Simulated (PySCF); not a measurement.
# ScS₂⁻: structure of the singlet

Aim: relax ScS₂⁻ as a singlet from a linear start, check by its vibrations whether the end is a minimum, and collect its spectrum and constants.

Method: B3LYP, basis Sc def2-SVPD, S def2-SVPD, no relativity, density fitting; program: PySCF 2.14.0.

### Step 1. The system as given

3 atoms, charge -1, spin multiplicity 1.

Bond lengths: Sc1–S2 2.100 Å, Sc1–S3 2.100 Å. Angles: S2–Sc1–S3 180.0°.

```xyz
3
charge -1 multiplicity 1
Sc    0.0000    0.0000    0.0000
S     0.0000    0.0000    2.1000
S     0.0000    0.0000   -2.1000
```

### Step 2. Finding the electronic state

One driver script runs all steps and calls PySCF; scf.py shows how it sets up the SCF of each step. The optimiser is the driver's own. After this first run the driver tries any further starts and a stability analysis.

Contents of scf.py:

```python
from pyscf import gto, scf, dft
mol = gto.M(atom='''
Sc     0.000000     0.000000     0.000000
S      0.000000     0.000000     2.100000
S      0.000000     0.000000    -2.100000''',
    basis={'Sc': 'def2-SVPD', 'S': 'def2-SVPD'},
    charge=-1, spin=0)
mf = dft.RKS(mol, xc='B3LYP')
mf.grids.atom_grid = (50, 194)
aux = {'Sc': 'def2-universal-JKFIT', 'S': 'def2-universal-JKFIT'}
mf = mf.density_fit(auxbasis=aux)
mf.conv_tol = 1e-08
mf.diis_space = 10
mf.max_cycle = 60
mf.init_guess = 'minao'
mf.verbose = 4
mf.kernel()
```

On the command line:

```sh
OMP_NUM_THREADS=2 python axn.py task.json out
```

Further steps of the session: Linear start, singlet: relaxation; Vibrations and properties at this point; Leaving the saddle point; Hessian and properties.

Q: Predict the outcome of this session. Wanted: minimum; geometry; wavenumbers; dipole moment; highest occupied, lowest empty level; polar-tensor charge of Sc1; zero-point energy.

The runs gave:

| quantity | value |
| --- | --- |
| minimum | singlet, C2v |
| geometry | Sc–S 2.270 Å (×2); S–Sc–S 146.4° |
| wavenumbers (cm⁻¹) | 73 (a1), 416 (a1), 511 (b2) |
| dipole moment (centre of mass) | 4.58 D |
| highest occupied, lowest empty level | -1.53, 1.15 eV |
| polar-tensor charge of Sc1 | +1.59 e |
| zero-point energy | 6.0 kJ/mol |
| entropy at 298.15 K | 291.3 J/(mol K) |

What this shows: From D∞h at the start the molecule goes to a C2v minimum, after a stop at a second-order saddle point 3.4 kJ/mol higher, from which it was pushed off along an imaginary mode. In the infrared the band at 511 cm⁻¹ (b2, stretch) leads. The density between Sc1 and S2 is low with small ELF, as in an ionic or closed-shell contact. Other starts or spin states, not run here, may lie lower.
